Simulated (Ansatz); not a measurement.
**Ag+ with HCl: structure and interaction energy**

An exercise on one series of results from a longer session: the logs are not shown, and one member is left open.

The runs use Ansatz 0.2.0, Gaussian basis; PBE0-D4 structure, single points in def2-TZVPPD.

Levels: PBE-D4, revPBE-D4, BLYP-D4, r2SCAN-D4, B97M-V, PBE0-D4, B3LYP-D4, HSE06-D4, wB97X-V, wB97M-V, B2PLYP, Hartree-Fock, MP2, CCSD, CCSD(T). The reference is CCSD(T) extrapolated to the basis limit. For elements past Ar these valence bases correlate outer-core shells poorly, so that limit is rough.

Cores are frozen in the correlated methods. Filled d shells of the heavier atoms are correlated. Core potentials replace the inner electrons past krypton, and spin-orbit coupling is left out. B3LYP uses VWN-RPA correlation. B2PLYP carries no dispersion term here.

163 further runs of the same task are left out: 163 set aside as unsound or not needed.

**Starting geometry**

The pair, from a GFN2-xTB docking trial: 3 atoms, charge 1, spin multiplicity 1.

Atoms are counted from 1 here; the program's logs count them from 0.

Bond lengths: Ag1–Cl2 2.402 Å, Cl2–H3 1.276 Å. Angles: Ag1–Cl2–H3 118.5°.

As a file:

| atom | x (Å) | y (Å) | z (Å) |
| --- | --- | --- | --- |
| Ag1 | -1.1406 | -0.6247 | 1.3055 |
| Cl2 | 0.6184 | 0.3387 | -0.0171 |
| H3 | 0.5222 | 0.2860 | -1.2883 |

Atoms 1 to 1 are fragment A (Ag+), the rest fragment B (HCl).

Set-up of the first run:

Contents of pre/in.yaml:

```yaml
crystal:
  periodic: [false, false, false]
  atoms:
    - {symbol: Ag, position_ang: [-1.140600, -0.624700, 1.305500]}
    - {symbol: Cl, position_ang: [0.618400, 0.338700, -0.017100]}
    - {symbol: H, position_ang: [0.522200, 0.286000, -1.288300]}
basis:
  gaussian: {orbitals: def2-SVP}
total_charge: 1
hamiltonian: {xc: pbe, dispersion: d4}
relax: {f_tol: 0.03, max_steps: 250}
```

Launch:

```console
ansatz run in.yaml --threads 2 --pin off --events-out ev --progress --plain --max-ram 5222MiB
```

Among the steps run: A first relaxation in a small basis; Relaxation at PBE0-D4; wB97X-V/def2-TZVPPD; wB97M-V/def2-TZVPPD; B2PLYP/def2-TZVPPD; B97M-V/def2-TZVPPD; CCSD(T)/def2-TZVPPD; SPW92/def2-SVP; wB97M-V/def2-SVP; CCSD(T)/def2-SVP; Vibrations of the pair.

One of the session's tables, all rows but one given; the rest of the session is left out.

```
      method  interaction (kJ/mol)
      PBE-D4               -107.75
   revPBE-D4                -95.06
     BLYP-D4               -103.85
   r2SCAN-D4               -105.45
      B97M-V                -97.14
     PBE0-D4                     ?
    B3LYP-D4                -94.16
    HSE06-D4                -92.96
     wB97X-V                -85.12
     wB97M-V                -85.02
      B2PLYP                -83.71
Hartree-Fock                -40.14
         MP2                -78.84
        CCSD                -67.66
     CCSD(T)                -72.24
 CCSD(T)/CBS                -88.95
```

Q: Estimate the row for PBE0-D4 from the others.

The run gave: interaction (kJ/mol): -93.00. In the column «interaction (kJ/mol)» it lies between B3LYP-D4 (-94.16) and HSE06-D4 (-92.96).
